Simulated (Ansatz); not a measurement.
# Cl2H2SeSn: the cost of one run

Program: Ansatz 0.2.0, driven from Python. Level of theory: Hartree-Fock/def2-SVP. These are calculated values, not measurements.

## Step 1: The structure

Bond lengths: Cl1–Sn2 2.322 Å, Sn2–Cl3 2.310 Å, Sn2–Se4 2.540 Å, Sn2–H5 1.771 Å, Se4–H6 1.444 Å. Angles: Cl1–Sn2–Cl3 106.3°, Cl1–Sn2–Se4 108.4°, Cl1–Sn2–H5 108.4°, Cl3–Sn2–Se4 109.4°, Cl3–Sn2–H5 108.4°, Se4–Sn2–H5 115.5°, Sn2–Se4–H6 93.5°.

No structure file is read: the coordinates are typed or built in the script.

## Step 2: Script

Contents of freq.py:

```python
"""Harmonic frequencies of Cl2H2SeSn at its relaxed geometry."""

import itertools

import ansatz as az
from ase.data import atomic_numbers, covalent_radii
import numpy as np

BASIS = "def2-SVP"
FUNCTIONAL = "hf"

geometry_ang = [
    ("Cl", (-1.10896, -1.53662, 1.28037)),
    ("Sn", (0.46526, -0.18574, 0.23725)),
    ("Cl", (1.93606, -1.60971, -0.83342)),
    ("Se", (-0.7277, 1.24845, -1.48593)),
    ("H", (1.35482, 0.70329, 1.48392)),
    ("H", (-1.91947, 1.38034, -0.6822)),
]
molecule = az.Crystal.molecule()
for symbol, xyz in geometry_ang:
    molecule = molecule.atom(symbol, xyz)

setup = (
    molecule.calculation()
    .basis(gaussian=BASIS)
    .functional(FUNCTIONAL)
)
symbols = [site.symbol for site in molecule.cartesian_sites]
start = np.array([site.position_ang for site in molecule.cartesian_sites], dtype=float)
data = setup.relax(force_tolerance=0.003, max_steps=100).run(threads=1, backend="cpu").report
end = np.array(data["positions_ang"])

# pairs closer than 1.2 times the sum of covalent radii, before or after
radius = [covalent_radii[atomic_numbers[s]] for s in symbols]
span = lambda where, i, j: np.linalg.norm(where[i] - where[j])
bonded = [(i, j) for i, j in itertools.combinations(range(len(symbols)), 2) if min(span(start, i, j), span(end, i, j)) < 1.2 * (radius[i] + radius[j])]
print("pair        before    after (A)")
for i, j in bonded:
    print(f"{symbols[i]}{i}-{symbols[j]}{j}".ljust(10), f"{span(start, i, j):8.4f} {span(end, i, j):8.4f}")
for first, second in list(itertools.combinations(bonded, 2)):
    shared = set(first) & set(second)
    if shared and symbols[(j := shared.pop())] != "H":
        i, k = sorted((set(first) | set(second)) - {j})
        u, v = end[i] - end[j], end[k] - end[j]
        angle = np.degrees(np.arccos(np.clip(u @ v / np.linalg.norm(u) / np.linalg.norm(v), -1, 1)))
        print(f"final angle {symbols[i]}{i}-{symbols[j]}{j}-{symbols[k]}{k}: {angle:.2f} deg")

# same settings at the minimum
minimum = az.Crystal.molecule()
for symbol, place in zip(symbols, end):
    minimum = minimum.atom(symbol, place.tolist())
vibrating = minimum.calculation()
vibrating = vibrating.basis(gaussian=BASIS)
vibrating = vibrating.functional(FUNCTIONAL)
vibrating = vibrating.phonons(temperatures=(200, 600, 100))
vib = vibrating.run(threads=1, backend="cpu").report["vibrations"]
sums = vib["harmonic_sums"]
modes = [m["omega_inv_cm"] for m in sums["modes_at_gamma"] if m["rigid_motion"] == "no"]
print("frequencies (1/cm):", " ".join(f"{w:.0f}" for w in modes))
print("imaginary modes:", sum(w < 0 for w in modes), " zero-point energy:", round(sums["zero_point_energy_ev"], 4), "eV")
print("T (K)   F_vib (eV)   S_vib (meV/K)   C_vib (meV/K)")
for row in zip(sums["temperatures_k"], sums["vibrational_free_energy_ev"], vib["entropy_ev_per_k"], vib["heat_capacity_ev_per_k"]):
    print(f"{row[0]:6.1f} {row[1]:11.4f} {1000 * row[2]:13.4f} {1000 * row[3]:15.4f}")
```

## Step 3: What the engine is handed

The engine receives this input (first run):

```yaml
crystal:
  periodic: [false, false, false]
  atoms:
    - { symbol: Cl, position_ang: [-1.10896, -1.53662, 1.28037] }
    - { symbol: Sn, position_ang: [0.46526, -0.18574, 0.23725] }
    - { symbol: Cl, position_ang: [1.93606, -1.60971, -0.83342] }
    - { symbol: Se, position_ang: [-0.7277, 1.24845, -1.48593] }
    - { symbol: H, position_ang: [1.35482, 0.70329, 1.48392] }
    - { symbol: H, position_ang: [-1.91947, 1.38034, -0.6822] }
basis:
  gaussian:
    orbitals: def2-SVP
hamiltonian:
  xc: hf
relax:
  f_tol: 0.003
  max_steps: 100
```

## Step 4: The run

On the command line:

```
python freq.py
```

Q: Estimate wall time and peak memory on 1 thread of Arm Neoverse V1, shared host.

About 3.2 min, with a peak of 0.34 GiB.
